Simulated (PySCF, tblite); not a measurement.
**C5H10Si: geometry, infrared bands and NMR shifts**

What infrared bands and NMR shifts should C5H10Si (`C=C[SiH]1CCC1`) show?

The runs use tblite 0.8.0 and PySCF 2.14.0, with density-fitted response routines of our own; the level of theory stands in each step. All values are computed, except where a source is named. Atoms count from 0, in the outputs and in this text.

**1. The molecule as given**

16 atoms, charge 0, multiplicity 1; geometry from: force field or distance geometry start.

Bonds of the start (Å): C0–C1 1.36, C1–Si2 1.84, Si2–C3 1.87, C3–C4 1.53, C4–C5 1.53, C5–Si2 1.86, C0–H6 1.07, C0–H7 1.09, C1–H8 1.09, Si2–H9 1.46, C3–H10 1.10, C3–H11 1.10, C4–H12 1.12, C4–H13 1.10, C5–H14 1.08, C5–H15 1.13.

**2. Relaxing the molecule with GFN2-xTB**

Job settings and geometry (Å):

```
{"job": {"kind": "relax", "xc": "GFN2-xTB", "basis": "xTB"}, "charge": 0, "multiplicity": 1}
C      2.971100     0.146800     0.374500
C      1.781500    -0.065200    -0.260200
Si     0.223100    -0.298000     0.684300
C     -0.965700     1.116600     0.376300
C     -2.064400     0.069100     0.188800
C     -1.180500    -1.102000    -0.227600
H      3.814700     0.269300    -0.266300
H      3.036000     0.207600     1.461400
H      1.785200    -0.116800    -1.351900
H      0.370800    -0.624400     2.102200
H     -0.709100     1.620200    -0.564300
H     -1.104900     1.792000     1.227300
H     -2.740200     0.337800    -0.666400
H     -2.664700    -0.093800     1.092900
H     -1.050500    -1.249400    -1.293000
H     -1.510000    -2.000900     0.378000
```

Command:

```sh
$ OMP_NUM_THREADS=1 python probes_run.py task.json out
```

The driver reads the jobs from task.json and runs them one after another.

What it wrote:

```text
step      E/eV     max force
  0    -474.39474    2.697
  1    -474.61040    2.131
  2    -474.69658    1.053
  3    -474.78511    0.871
  4    -474.85715    0.595
  5    -474.87715    0.378
  6    -474.89747    0.363
  7    -474.90751    0.304
  8    -474.91497    0.177
  9    -474.91941    0.132
 10    -474.92312    0.148
 11    -474.92658    0.133
 12    -474.93005    0.145
 13    -474.93264    0.107
 14    -474.93435    0.098
 15    -474.93576    0.095
 16    -474.93710    0.079
 17    -474.93816    0.069
 18    -474.93895    0.074
 19    -474.93969    0.068
 20    -474.94051    0.079
 21    -474.94127    0.071
 22    -474.94180    0.061
 23    -474.94223    0.058
 24    -474.94278    0.086
 25    -474.94356    0.098
 26    -474.94440    0.084
 27    -474.94511    0.071
 28    -474.94570    0.063
 29    -474.94639    0.089
 30    -474.94723    0.093
 31    -474.94801    0.065
 32    -474.94854    0.052
 33    -474.94897    0.063
 34    -474.94943    0.066
 35    -474.94990    0.059
 36    -474.95025    0.037
 37    -474.95045    0.036
 38    -474.95063    0.038
 39    -474.95086    0.045
 40    -474.95113    0.043
 41    -474.95136    0.036
 42    -474.95151    0.041
 43    -474.95162    0.037
 44    -474.95178    0.038
 45    -474.95200    0.049
 46    -474.95224    0.041
 47    -474.95243    0.033
 48    -474.95256    0.032
 49    -474.95268    0.029
 50    -474.95284    0.037
 51    -474.95302    0.034
 52    -474.95321    0.042
 53    -474.95341    0.044
 54    -474.95364    0.038
 55    -474.95387    0.044
 56    -474.95406    0.036
 57    -474.95420    0.026
 58    -474.95434    0.028
 59    -474.95455    0.042
 60    -474.95485    0.054
 61    -474.95521    0.056
 62    -474.95558    0.056
 63    -474.95591    0.049
 64    -474.95620    0.035
 65    -474.95645    0.034
 66    -474.95663    0.035
 67    -474.95677    0.026
 68    -474.95687    0.021
 69    -474.95693    0.020
 70    -474.95699    0.022
 71    -474.95706    0.023
 72    -474.95715    0.027
 73    -474.95726    0.029
 74    -474.95739    0.026
 75    -474.95751    0.033
 76    -474.95762    0.028
 77    -474.95774    0.024
 78    -474.95784    0.026
 79    -474.95796    0.033
 80    -474.95811    0.044
 81    -474.95834    0.048
 82    -474.95863    0.048
 83    -474.95896    0.052
 84    -474.95922    0.043
 85    -474.95937    0.046
 86    -474.95951    0.025
 87    -474.95962    0.023
 88    -474.95971    0.020
 89    -474.95977    0.020
 90    -474.95984    0.017
 91    -474.95989    0.012
 92    -474.95992    0.009
```

Run time: 0.87 s. Hardware: 1 thread of Arm Neoverse N1, shared host; peak memory 0.18 GiB.

Along the way: (not every step is listed)

```csv
step,energy from step 0 (eV),largest force (eV/Å)
0,0.0000,2.6972
1,-0.2157,2.1314
2,-0.3018,1.0529
3,-0.3904,0.8706
4,-0.4624,0.5952
5,-0.4824,0.3783
6,-0.5027,0.3632
7,-0.5128,0.3043
8,-0.5202,0.1768
15,-0.5410,0.0947
22,-0.5471,0.0614
29,-0.5516,0.0889
36,-0.5555,0.0370
43,-0.5569,0.0366
50,-0.5581,0.0366
57,-0.5595,0.0264
64,-0.5615,0.0352
71,-0.5623,0.0226
78,-0.5631,0.0264
85,-0.5646,0.0461
87,-0.5649,0.0230
88,-0.5650,0.0204
89,-0.5650,0.0199
90,-0.5651,0.0172
91,-0.5651,0.0118
92,-0.5652,0.0087
```

Distances of close pairs at the start and the end, largest changes first:

```csv
bond,before (Å),after (Å),change (Å)
Si2–C5,1.857,1.915,+0.058
C5–H15,1.133,1.087,-0.046
C1–Si2,1.837,1.879,+0.042
Si2–C3,1.873,1.915,+0.042
C0–C1,1.365,1.323,-0.041
C4–H12,1.123,1.090,-0.033
C4–C5,1.525,1.541,+0.016
C0–H6,1.066,1.080,+0.013
```

The final coordinates are the input of the step that follows.

**3. Vibrational analysis with GFN2-xTB**

Job settings and geometry (Å):

```
{"job": {"kind": "ir", "xc": "GFN2-xTB", "basis": "xTB"}, "charge": 0, "multiplicity": 1}
C      3.064844    -0.006489     0.262850
C      1.844148     0.040549    -0.246192
Si     0.263665    -0.143256     0.753857
C     -1.101149     1.164354     0.446512
C     -2.099859     0.066430     0.030123
C     -1.155211    -1.149118    -0.047901
H      3.952988     0.110290    -0.339695
H      3.231699    -0.165802     1.315552
H      1.739946     0.203845    -1.312750
H      0.540427    -0.444731     2.163211
H     -0.891243     1.858962    -0.364627
H     -1.434357     1.753211     1.297332
H     -2.607225     0.278225    -0.910768
H     -2.860900    -0.079540     0.795492
H     -0.970043    -1.458412    -1.074804
H     -1.525326    -2.019573     0.487884
```

What it wrote:

```text
mode    cm-1     km/mol
  1      51.0      0.00
  2      57.0      0.12
  3     143.7      1.39
  4     154.6      3.06
  5     300.1      2.01
  6     478.8      0.76
  7     494.8      6.38
  8     553.0     97.91
  9     638.9    131.42
 10     675.0      1.00
 11     702.7      6.86
 12     707.7    129.30
 13     723.3     75.26
 14     835.4     90.69
 15     872.6     68.00
 16     917.7     15.54
 17     990.6      2.22
 18    1004.5      0.28
 19    1008.2      8.41
 20    1024.6     14.35
 21    1055.9      0.84
 22    1171.9      0.63
 23    1188.5      3.57
 24    1208.1      3.97
 25    1223.3      0.02
 26    1269.9      1.12
 27    1290.0      2.76
 28    1421.1      1.71
 29    1473.3      0.04
 30    1476.8      2.10
 31    1503.0      0.11
 32    1667.7     15.45
 33    2217.4    355.87
 34    2976.8     12.98
 35    2997.1      0.61
 36    2999.6     46.05
 37    3006.8    100.75
 38    3014.4     58.67
 39    3019.4     43.19
 40    3024.5     52.61
 41    3074.3     43.80
 42    3105.2     46.93
```

Run time: 0.79 s. Hardware: 1 thread of Arm Neoverse N1, shared host; peak memory 0.18 GiB.

The strongest bands and the atoms that carry them (share of the mass-weighted mode):

```csv
cm⁻¹,km/mol,atoms
553,97.9,H9 65 %
639,131.4,H9 73 %
708,129.3,"Si2 32 %, C5 22 %, C3 22 %"
723,75.3,"H13 13 %, H10 13 %, H14 12 %, H12 11 %"
835,90.7,"Si2 27 %, C3 19 %, C5 19 %"
873,68.0,"H13 16 %, H12 15 %, H10 12 %, H14 12 %"
2217,355.9,H9 97 %
3007,100.8,"H10 35 %, H14 33 %, H13 15 %"
```

**4. NMR shieldings: PBE0/pcSseg-1**

Settings changed since step 3:

```diff
@@ -1,2 +1,2 @@
-{"job": {"kind": "ir", "xc": "GFN2-xTB", "basis": "xTB"}, "charge": 0, "multiplicity": 1}
+{"job": {"kind": "nmr", "xc": "PBE0", "basis": "pcSseg-1"}, "charge": 0, "multiplicity": 1}
 C      3.064844    -0.006489     0.262850
```

Level: GIAO PBE0/pcSseg-1 NMR shielding, non-relativistic, gas phase.

What it wrote:

```text
coarse grid: 13256 points
cycle   1  E = -485.5010161842  dE =  5.240e-01  |g| = 4.773e-01  |ddm| = 3.539e+00
cycle   2  E = -485.4749146118  dE =  2.610e-02  |g| = 5.733e-01  |ddm| = 9.303e-01
cycle   3  E = -485.5619731652  dE = -8.706e-02  |g| = 6.066e-02  |ddm| = 5.596e-01
cycle   4  E = -485.5627695819  dE = -7.964e-04  |g| = 2.659e-02  |ddm| = 7.903e-02
cycle   5  E = -485.5629415297  dE = -1.719e-04  |g| = 8.746e-03  |ddm| = 2.562e-02
cycle   6  E = -485.5629595436  dE = -1.801e-05  |g| = 2.593e-03  |ddm| = 8.072e-03
cycle   7  E = -485.5629613147  dE = -1.771e-06  |g| = 2.361e-04  |ddm| = 2.386e-03
final grid: 121688 points
cycle   8  E = -485.6001196797  dE = -2.988e-05  |g| = 8.055e-03  |ddm| = 2.547e-02
cycle   9  E = -485.6001127873  dE =  6.892e-06  |g| = 9.598e-03  |ddm| = 1.516e-02
cycle  10  E = -485.6001367759  dE = -2.399e-05  |g| = 7.532e-04  |ddm| = 8.403e-03
cycle  11  E = -485.6001369116  dE = -1.357e-07  |g| = 2.285e-04  |ddm| = 9.312e-04
cycle  12  E = -485.6001369251  dE = -1.349e-08  |g| = 5.408e-05  |ddm| = 2.187e-04
cycle  13  E = -485.6001369256  dE = -4.785e-10  |g| = 3.229e-05  |ddm| = 7.081e-05
cycle  14  E = -485.6001369258  dE = -2.711e-10  |g| = 3.610e-06  |ddm| = 2.670e-05
converged SCF energy = -485.6001369258

GIAO shielding tensors (ppm)
atom      isotropic    diamagn.    paramagn.     s11        s22        s33       span
  0 C       44.639     251.578    -206.939    -77.856     49.073    162.700    240.557
  1 C       41.200     261.542    -220.342    -77.936     33.046    168.490    246.426
  2 Si     354.559     880.414    -525.855    332.478    354.314    376.884     44.405
  3 C      172.065     254.131     -82.066    148.455    172.226    195.514     47.059
  4 C      166.666     250.409     -83.743    151.461    167.822    180.715     29.254
  5 C      172.242     253.988     -81.746    148.896    172.501    195.328     46.432
  6 H       25.366      28.040      -2.674     22.315     24.581     29.202      6.887
  7 H       25.544      30.253      -4.710     22.048     24.757     29.826      7.778
  8 H       25.009      32.771      -7.761     22.152     24.680     28.196      6.045
  9 H       26.567      30.002      -3.435     23.699     25.626     30.376      6.677
 10 H       30.139      32.188      -2.049     27.138     27.994     35.286      8.148
 11 H       30.204      31.020      -0.817     26.418     27.657     36.535     10.117
 12 H       29.461      30.597      -1.136     25.101     27.380     35.903     10.802
 13 H       29.472      30.568      -1.097     25.392     28.116     34.908      9.516
 14 H       30.110      32.229      -2.120     27.095     27.931     35.302      8.207
 15 H       30.196      31.017      -0.821     26.408     27.628     36.554     10.146
```

It took 36 s on 1 thread of Arm Neoverse N1, shared host; peak memory 0.73 GiB.

The references, computed at this level on geometries of the same kind, shield at (ppm): 1H TMS 31.72, 13C TMS 186.9, 29Si TMS 349.2. Their shielding less the atom's gives the shift. The references are single molecules in the gas phase. Atoms listed in one row are averaged.

```csv
atoms,environment,σ (ppm),δ (ppm),δ scaled to CDCl3
C1,alkene CH,41.2,145.7,140.3
C0,terminal =CH2 carbon,44.6,142.3,137.0
C4,sp3 CH2 in a ring,166.7,20.3,17.9
"C3, C5",sp3 CH2 bonded to Si,172.2,14.8,12.5
H8,hydrogen on an alkene CH,25.01,6.71,6.43
H6,hydrogen on a terminal =CH2 carbon,25.37,6.35,6.09
H7,hydrogen on a terminal =CH2 carbon,25.54,6.17,5.93
H9,"hydrogen on a silicon bonded to 3 C, in a 4-membered ring",26.57,5.15,–
H12,hydrogen on an sp3 CH2 in a ring,29.46,2.26,2.23
H13,hydrogen on an sp3 CH2 in a ring,29.47,2.25,2.22
"H10, H14",hydrogen on an sp3 CH2 bonded to Si,30.12,1.59,1.61
"H11, H15",hydrogen on an sp3 CH2 bonded to Si,30.20,1.52,1.54
Si2,"silicon bonded to 3 C, H, in a 4-membered ring",354.6,-5.4,–
```

The scaled column applies a straight-line fit of computed shieldings to shifts measured in CDCl3 (root-mean-square error 0.16 ppm for H, 1.9 ppm for C).

The run also stored atomic charges by several schemes (e):

```csv
atoms,Mulliken,IAO,Hirshfeld,ESP fit
C0,-0.14,-0.27,-0.08,-0.27
C1,-0.49,-0.42,-0.14,-0.47
Si2,0.85,0.89,0.37,0.65
"C3, C5",-0.54,-0.55,-0.17,-0.40
C4,-0.21,-0.25,-0.07,0.12
```

Mayer bond orders: C0–C1 1.98, C1–Si2 0.91, Si2–C3 0.93, C3–C4 1.00, C4–C5 1.00, C5–Si2 0.93.

Ring of atoms Si2, C3, C4, C5: NICS(0) 2.5, NICS(1) 0.1, NICS(1)zz 5.4 ppm (means of both faces).

**5. What came out**

| quantity | value |
| --- | --- |
| strongest single infrared mode (GFN2-xTB) | 2217 cm⁻¹, 356 km/mol |
| zero-point energy (GFN2-xTB) | 82.5 kcal/mol |
| 13C shifts against TMS (PBE0/pcSseg-1, means over atoms taken as alike) | 145.7, 142.3, 20.3, 14.8 ppm |
| 1H shifts against TMS (PBE0/pcSseg-1, means over atoms taken as alike) | 6.71, 6.35, 6.17, 5.15, 2.26, 2.25, 1.59, 1.52 ppm |
| 29Si shifts against TMS (PBE0/pcSseg-1) | -5.4 ppm |

**Reading.** The optimisation took 92 steps and gained 0.565 eV; among the close pairs (by a distance rule), Si2–C5 changed most, from 1.857 to 1.915 Å. No mode is imaginary among the 42: a minimum at this level. The strongest single mode, at 2217 cm⁻¹, moves mainly H9. GFN2-xTB is a fitted tight-binding method: band positions and strengths are rough. Its intensities can rank the bands wrongly. The most deshielded carbon is C1 (alkene CH), at 145.7 ppm: the olefinic region. H8 (hydrogen on an alkene CH) lies farthest downfield among hydrogen, at 6.71 ppm; olefinic region.
